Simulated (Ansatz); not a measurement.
Wanted: the native input for an Ansatz 0.2.0 run.

| Quantity | Value |
| --- | --- |
| Task | band structure |
| Functional | PBE |
| Potentials or basis | Ansatz PAW |
| Cutoff | 420 eV (not typed: the program's choice for these potentials) |
| k mesh | 8 × 8 × 8 |
| Occupations | fermi-dirac, width 0.05 eV |
| Spin | no spin polarisation |
| Path | [["G", "X", "W", "K", "G", "L", "U", "W", "L", "K"], ["U", "X"]] |
| Points for each segment of the path | 14 |

The system is GaGe.

```
Ge Ga
1.0
     0.00000    2.89784    2.89784
     2.89784    0.00000    2.89784
     2.89784    2.89784    0.00000
Ge Ga
1 1
Cartesian
  0.0000 0.0000 0.0000
  1.4489 1.4489 1.4489
```

The cell comes from a database or a generator and needn't be the stable form of this composition.

These files were run (other wordings do the same):

input.yaml

```yaml
crystal:
  lattice:
    - [0.0, 2.897844, 2.897844]
    - [2.897844, 0.0, 2.897844]
    - [2.897844, 2.897844, 0.0]
  atoms:
    - { symbol: Ge, position: [0.0, 0.0, 0.0] }
    - { symbol: Ga, position: [0.25, 0.25, 0.25] }
hamiltonian:
  xc: pbe
  pseudopotentials: { kind: paw }
kpoints:
  mp_grid: { grid: [8, 8, 8] }
  band_path:
    path:
      - [[0.0, 0.0, 0.0], [0.5, 0.0, 0.5], [0.5, 0.25, 0.75], [0.375, 0.375, 0.75], [0.0, 0.0, 0.0], [0.5, 0.5, 0.5], [0.625, 0.25, 0.625], [0.5, 0.25, 0.75], [0.5, 0.5, 0.5], [0.375, 0.375, 0.75]]
      - [[0.625, 0.25, 0.625], [0.5, 0.0, 0.5]]
    npoints: 14
scf:
  occupations: { method: fermi_dirac, width: 0.05 }
  n_extra_bands: 6
output:
  forces: true
  stress: true
  eigenvalues: true
  fatbands: false
  write_density: true
  write_potential: true
  elf: true
  volumetric_format: npy
```

Potentials or basis: Ansatz PAW.

Command:

```bash
$ ansatz run input.yaml --threads 2 --pin off --max-ram 5632MiB --backend cpu --events-out ev --progress --plain --runs-dir out
```

It gave:

- Pressure: 0.2 GPa
- Band gap on the k mesh: none (metal or under the smearing width)

It took 4.3 s on 2 threads of Arm Neoverse V2, with other jobs on the host, peak memory 0.35 GiB.
